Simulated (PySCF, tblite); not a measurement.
# C₆H₉NOSi: geometry, infrared bands and NMR shifts

What infrared bands and NMR shifts should C₆H₉NOSi (`CC(=O)/C(=C\C#N)C[SiH3]`) show?

Computed with tblite 0.8.0 and PySCF 2.14.0, with density-fitted response routines of our own, on a single molecule in the gas phase. Atoms count from 0, in the outputs and in this text.

## Step 1: The starting structure

18 atoms, charge 0, multiplicity 1; geometry from: force field or distance geometry start.

Bonds of the start (Å): C0–C1 1.49, C1–O2 1.25, C1–C3 1.51, C3–C4 1.33, C4–C5 1.43, C5–N6 1.15, C3–C7 1.53, C7–Si8 1.87, C0–H9 1.09, C0–H10 1.10, C0–H11 1.10, C4–H12 1.08, C7–H13 1.10, C7–H14 1.09, Si8–H15 1.50, Si8–H16 1.48, Si8–H17 1.48.

## Step 2: Geometry optimisation with GFN2-xTB

What the job is given:

```
{"job": {"kind": "relax", "xc": "GFN2-xTB", "basis": "xTB"}, "charge": 0, "multiplicity": 1}
C     -2.017400     0.483500     0.929200
C     -0.954500    -0.523100     0.630900
O     -0.791300    -1.519600     1.362000
C     -0.003100    -0.308700    -0.517700
C     -0.392600     0.104300    -1.719500
C     -1.727700     0.408000    -2.119700
N     -2.806100     0.670400    -2.438500
C      1.438800    -0.729500    -0.237000
Si     2.396000     0.386500     0.915200
H     -1.773800     1.464400     0.521900
H     -2.983700     0.138100     0.526700
H     -2.116500     0.603200     2.016200
H      0.339800     0.200000    -2.509700
H      1.994300    -0.790000    -1.187600
H      1.442100    -1.745500     0.163900
H      1.683700     0.553100     2.222300
H      3.759500    -0.140000     1.142100
H      2.503700     1.727000     0.287600
```

Command:

```sh
$ OMP_NUM_THREADS=1 python probes_run.py task.json out
```

One launch serves the whole session: the jobs run in the order shown.

**Question.** This job is followed by: GFN2-xTB harmonic vibrations, gas phase; GIAO PBE0/pcSseg-1 NMR shielding, non-relativistic, gas phase. What will the session give for the following? strongest single infrared mode (GFN2-xTB); zero-point energy (GFN2-xTB); ¹³C shifts against TMS (PBE0/pcSseg-1); ¹H shifts against TMS (PBE0/pcSseg-1, means over atoms taken as alike); ¹⁷O shifts against H2O (PBE0/pcSseg-1); ¹⁵N shifts against NH3 (PBE0/pcSseg-1); ²⁹Si shifts against TMS (PBE0/pcSseg-1); surface potential, 1st and 99th percentile.

As calculated:

| quantity | value |
| --- | --- |
| strongest single infrared mode (GFN2-xTB) | 782 cm⁻¹, 439 km/mol |
| zero-point energy (GFN2-xTB) | 80.2 kcal/mol |
| ¹³C shifts against TMS (PBE0/pcSseg-1) | 206.0, 172.8, 123.3, 103.1, 34.8, 22.0 ppm |
| ¹H shifts against TMS (PBE0/pcSseg-1, means over atoms taken as alike) | 5.79, 3.82, 2.91, 2.35 ppm |
| ¹⁷O shifts against H2O (PBE0/pcSseg-1) | 701.2 ppm |
| ¹⁵N shifts against NH3 (PBE0/pcSseg-1) | 336.7 ppm |
| ²⁹Si shifts against TMS (PBE0/pcSseg-1) | -64.0 ppm |
| surface potential, 1st and 99th percentile | -1.56 V and 1.52 V |

What this shows: Relaxing lowered the energy by 0.232 eV in 87 steps; the close pair that moved most is C7–Si8, from 1.868 to 1.921 Å. No mode is imaginary among the 48: a minimum at this level. Unscaled tight-binding wavenumbers are off by several per cent, some by more. Its intensities can rank the bands wrongly. C1 (ketone carbonyl carbon) lies farthest downfield among carbon, at 206.0 ppm; the double bond to the heteroatom, with no lone-pair donor beside it, deshields it most. The most deshielded hydrogen is H12 (hydrogen on a β carbon of a C=C–C=O unit), at 5.79 ppm: attached to an sp2 carbon and in the plane of the double bond. At PBE0/pcSseg-1: The largest span, 1347 ppm, is at O2, where the paramagnetic term is -767 ppm. At PBE0/pcSseg-1, counted by nearest atom on the grid, the HOMO lies on O2 26 %; C3, C4 about 15 % each, the LUMO on C3, C4 about 19 % each; C1 16 %.
